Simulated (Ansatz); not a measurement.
# InH₂− (singlet): wave-function methods side by side at distance In1–H3 = 2.584 Å, def2-TZVPD

One table from this session's results is given with a row withheld; the runs are named, their logs left out.

Computed with Ansatz 0.2.0, Gaussian basis. Level: def2-TZVPD, core rule «outside noble gas», up to 9 orbitals frozen.

The runs, in order: UHF; CCSD(T) on RHF; CCSD(T) on UHF; BCCD(T) on RHF; CCSDT(Q) on RHF; CCSDT(Q) on UHF; CCSDTQ on RHF; CASSCF and MRCISD+Q, 2 electrons in 2 orbitals; CASSCF and NEVPT2, 2 electrons in 2 orbitals; CASSCF and MRCISD+Q, 6 electrons in 6 orbitals; CASSCF and NEVPT4(SD), 6 electrons in 6 orbitals; CASSCF and NEVPT2, 6 electrons in 6 orbitals.

## The geometry

The geometry derives from a PBE0/def2-TZVPD stationary point (not a proven minimum). One bond is set to the value named and the two fragments are kept rigid. No spin-orbit coupling is included. Elements past krypton take def2 core potentials.

3 atoms, charge -1, spin multiplicity 1.

Atoms are counted from 1 here; the program's logs count them from 0.

Bond lengths: In1–H2 1.886 Å.

The first run:

The input, in.yaml:

```yaml
crystal:
  periodic: [false, false, false]
  atoms:
    - {symbol: In, position_ang: [0.000000, -0.026619, -0.004356]}
    - {symbol: H, position_ang: [0.000000, 1.275301, -1.369152]}
    - {symbol: H, position_ang: [0.000000, 1.756964, 1.865373]}
basis:
  gaussian: {orbitals: def2-TZVPD}
total_charge: -1
magnetization: {spin_polarized: true, initial_magnetization: 0}
hamiltonian: {xc: hf}
output: {orbitals: {seedname: orbitals}}
```

Run with:

```sh
> ansatz run in.yaml --threads 1 --pin off --events-out ev --progress --plain --max-ram 2816MiB --backend cpu
```

Steps of the session up to this table: UHF; CCSD(T) on RHF; CCSD(T) on UHF; BCCD(T) on RHF; CCSDT(Q) on RHF; CCSDT(Q) on UHF; CCSDTQ on RHF; CASSCF and MRCISD+Q, 2 electrons in 2 orbitals; CASSCF and NEVPT2, 2 electrons in 2 orbitals; CASSCF and MRCISD+Q, 6 electrons in 6 orbitals; CASSCF and NEVPT4(SD), 6 electrons in 6 orbitals; CASSCF and NEVPT2, 6 electrons in 6 orbitals.

One table of the session follows, with a row left open; its other results are not shown here.

It belongs to the step «Misses and costs». 

| method | from RCCSDTQ (meV) |
| --- | --- |
| RHF | +3056.0 |
| UHF | +3053.3 |
| RMP2 | +815.2 |
| RCCSD | ? |
| RCCSD(T) | +26.0 |
| BCCD(T) | +25.7 |
| RCCSDT | +4.3 |
| RCCSDT(Q) | +0.7 |
| RCCSDTQ | 0 |
| CASSCF pair | +2485.6 |
| NEVPT2 pair | +701.5 |
| MRCISD pair | +171.1 |
| MRCISD+Q pair | -26.5 |
| CASSCF valence | +1685.8 |
| NEVPT2 valence | +597.7 |
| NEVPT4(SD) valence | +125.5 |
| MRCISD valence | +90.8 |
| MRCISD+Q valence | +6.0 |

Q: Estimate the row for RCCSD from the others.

As computed: from RCCSDTQ (meV): +103.7. In the column «from RCCSDTQ (meV)» it lies between MRCISD valence (+90.8) and NEVPT4(SD) valence (+125.5).
